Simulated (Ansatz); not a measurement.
# LuBr5: the cost of one run

Method: DFT PBE, scalar-relativistic, plane waves, PAW, in Ansatz 0.2.0.

1 further run of the same task is left out (it didn't finish).

### 1 Starting point

The structure is trigonal, space group P3m1 (No. 156). Conventional cell: a = 5.613 Å, b = 5.613 Å, c = 8.498 Å, α = 90.00°, β = 90.00°, γ = 120.00°. Around Lu (site symmetry 3m) lie 1 Br at 3.41 Å. Br (site symmetry 3m) has 3 Br at 2.31 Å as nearest neighbours. Br (site symmetry m) has 1 Br at 2.31 Å as nearest neighbours. Br (site symmetry 3m) is surrounded by 9 Br at 2.84 to 3.44 Å and 1 Lu at 3.41 Å.

Structure file:

```
Lu Br
1.0
     5.61262    0.00000    0.00000
    -2.80631    4.86067    0.00000
     0.00000    0.00000    8.49837
Lu Br
1 5
Direct
  0.00000 0.00000 0.51161
  0.66667 0.33333 0.77596
  0.49304 0.50696 0.96192
  0.49304 0.98609 0.96192
  0.01391 0.50696 0.96192
  0.00000 0.00000 0.91325
```

Recipe of the guess: random cell by space group and Wyckoff sites (P3m1, No. 156). Its size is a rough estimate.

### 2 A first look at the guess

input.yaml

```yaml
crystal:
  lattice:
    - [5.61261622, 0.0, 0.0]
    - [-2.80630811, 4.86066823, 0.0]
    - [0.0, 0.0, 8.49837346]
  atoms:
    - { symbol: Lu, position: [0.0, 0.0, 0.51161183] }
    - { symbol: Br, position: [0.66666667, 0.33333333, 0.77595539] }
    - { symbol: Br, position: [0.49304263, 0.50695737, 0.96191752] }
    - { symbol: Br, position: [0.49304263, 0.98608526, 0.96191752] }
    - { symbol: Br, position: [0.01391474, 0.50695737, 0.96191752] }
    - { symbol: Br, position: [0.0, 0.0, 0.91324952] }
basis:
  ecutwfc: 420
kpoints:
  mp_grid: { grid: [6, 6, 2] }
hamiltonian:
  xc: pbe
scf:
  occupations: { method: gaussian, width: 0.1 }
  lower_state_search: "off"
output:
  forces: true
  stress: true
  eigenvalues: true
```

On the command line:

```console
$ ansatz run input.yaml --threads 1 --pin off --max-ram 2560MiB --backend cpu --events-out ev --progress --plain --runs-dir out
```

What time and memory should one allow on 1 thread of Arm Neoverse V2, shared host?

About 9 s, with a peak of 0.42 GiB.
